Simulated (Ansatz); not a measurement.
# NiSbO4: the cost of one run

Program: Ansatz 0.2.0. Level of theory: DFT PBE, scalar-relativistic, plane waves, PAW. These are calculated values, not measurements.

**1. The system as given**

The structure is tetragonal, space group P4/mmm (No. 123). The conventional cell has a = 3.390 Å, b = 3.390 Å, c = 5.879 Å, α = 90.00°, β = 90.00°, γ = 90.00°. Around Ni (site symmetry 4/mmm) lie 6 O at 1.65 to 1.70 Å. Sb (site symmetry 4/mmm) has 8 O at 2.72 Å in its first shell of neighbours. Around O (site symmetry 4mm) lie 1 Ni at 1.65 Å. O (site symmetry mmm) has 2 Ni at 1.70 Å in its first shell of neighbours.

Structure file:

```cif
data_structure
_symmetry_space_group_name_H-M 'P4/mmm'
_symmetry_Int_Tables_number 123
_cell_length_a 3.3903
_cell_length_b 3.3903
_cell_length_c 5.8795
_cell_angle_alpha 90.000
_cell_angle_beta 90.000
_cell_angle_gamma 90.000
_cell_volume 67.58
loop_
_atom_site_label
_atom_site_type_symbol
_atom_site_symmetry_multiplicity
_atom_site_Wyckoff_symbol
_atom_site_fract_x
_atom_site_fract_y
_atom_site_fract_z
_atom_site_occupancy
Ni1 Ni 1 a 0.00000 0.00000 0.00000 1
Sb1 Sb 1 d 0.50000 0.50000 0.50000 1
O1 O 2 g 0.00000 0.00000 0.71859 1
O2 O 2 f 0.50000 0.00000 0.00000 1
```

A structure generator made this guess: species swapped into a database cell of AlTlF4 (P4/mmm, No. 123), with Ni on the Al sites, Sb on the Tl sites and O on the F sites. The dimensions are guesses.

**2. A first look at the guess**

File input.yaml:

```yaml
crystal:
  lattice:
    - [3.39025597, 0.0, 0.0]
    - [0.0, 3.39025597, 0.0]
    - [0.0, 0.0, 5.87946685]
  atoms:
    - { symbol: Ni, position: [0.0, 0.0, 0.0], spin: 2.0 }
    - { symbol: Sb, position: [0.5, 0.5, 0.5] }
    - { symbol: O, position: [0.0, 0.0, 0.71859187] }
    - { symbol: O, position: [0.0, 0.0, 0.28140813] }
    - { symbol: O, position: [0.5, 0.0, 0.0] }
    - { symbol: O, position: [0.0, 0.5, 0.0] }
basis:
  ecutwfc: 420
kpoints:
  mp_grid: { grid: [6, 6, 4] }
hamiltonian:
  xc: pbe
scf:
  occupations: { method: gaussian, width: 0.1 }
  lower_state_search: "off"
output:
  forces: true
  stress: true
  eigenvalues: true
  populations: true
magnetization:
  spin_polarized: true
```

The run is started by

```console
$ ansatz run input.yaml --threads 1 --pin off --max-ram 2560MiB --backend cpu --events-out ev --progress --plain --runs-dir out
```

Q: Estimate wall time and peak memory on 1 thread of Arm Neoverse N1, shared host.

About 26 s, with a peak of 0.41 GiB.
